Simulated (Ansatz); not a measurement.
Working through a short molecular-dynamics run of Cl3In, SMILES [Cl][In]([Cl])[Cl]

With Ansatz 0.2.0, Python API.

Interactive session:
```pycon
>>> import ansatz as az
>>> import numpy as np
>>> BASIS = "def2-SVP"
>>> FUNCTIONAL = "pbe"
>>> N_STEPS = 20
>>> TEMPERATURE_K = 200
>>> molecule = (
...     az.Crystal.molecule()
...     .atom("Cl", (-0.0154, 0.5646, 2.0841))
...     .atom("In", (-0.4605, -0.3542, -0.2621))
...     .atom("Cl", (1.2732, -2.0584, -0.3434))
...     .atom("Cl", (-0.7419, 1.7877, -1.4988))
... )
>>> setup = molecule.calculation().basis(gaussian=BASIS).functional(FUNCTIONAL)
>>> symbols = [site.symbol for site in molecule.cartesian_sites]
>>> start = np.array([site.position_ang for site in molecule.cartesian_sites], dtype=float)
>>> rep = setup.relax(force_tolerance=0.02, max_steps=100).run().report
>>> end = np.array(rep["positions_ang"])
>>> minimum = az.Crystal.molecule()
>>> for symbol, place in zip(symbols, end):
...     minimum = minimum.atom(symbol, place.tolist())
...
>>> # dynamics from the relaxed geometry
>>> setup = (
...     minimum.calculation()
...     .basis(gaussian=BASIS)
...     .functional(FUNCTIONAL)
...     .md("nve", timestep=1.0, steps=N_STEPS, temperature=TEMPERATURE_K, initial_velocities="maxwell_boltzmann", seed=87)
... )
>>> frames = []
>>> result = setup.session().plan().execute(on_event=lambda e: frames.append(e["data"]) if e["event"] == "md_step" else None)
>>> print("t (fs)   E_pot (eV)      E_kin (eV)   T (K)   d(0-1) (A)")
t (fs)   E_pot (eV)      E_kin (eV)   T (K)   d(0-1) (A)
>>> for f in frames[::2]:
...     xyz = np.array(f["positions_ang"])
...     print(f"{f['time_fs']:6.2f} {f['lagrangian_ev']:14.5f} {f['e_kin_ev']:10.5f} {f['temperature_k']:8.1f} {np.linalg.norm(xyz[0] - xyz[1]):9.4f}")
...
  0.00   -42718.57164    0.05170    200.0    2.3432
  2.00   -42718.57100    0.05106    197.5    2.3461
  4.00   -42718.56909    0.04916    190.2    2.3489
  6.00   -42718.56606    0.04614    178.5    2.3517
  8.00   -42718.56213    0.04220    163.2    2.3544
 10.00   -42718.55752    0.03761    145.5    2.3570
 12.00   -42718.55253    0.03262    126.2    2.3594
 14.00   -42718.54742    0.02751    106.4    2.3616
 16.00   -42718.54248    0.02257     87.3    2.3637
 18.00   -42718.53795    0.01805     69.8    2.3655
 20.00   -42718.53406    0.01416     54.8    2.3672
>>> kept = np.array([f["conserved_ev"] for f in frames])
>>> print(f"conserved energy moves by at most {1000 * np.ptp(kept):.3f} meV")
conserved energy moves by at most 0.035 meV
```

What to keep in mind:
- Total energies depend on the basis set; only differences at equal settings carry meaning.
- The trajectory is only some femtoseconds long, so its temperature is not equilibrated; where the script doesn't relax first, it starts from a rough generated geometry.
- def2 sets replace the cores of elements past krypton by effective core potentials.
- The temperature counts the internal degrees of freedom alone.
- It ran for 64 s on 1 thread of Arm Neoverse V1, with other jobs on the host, peak memory 0.21 GiB.
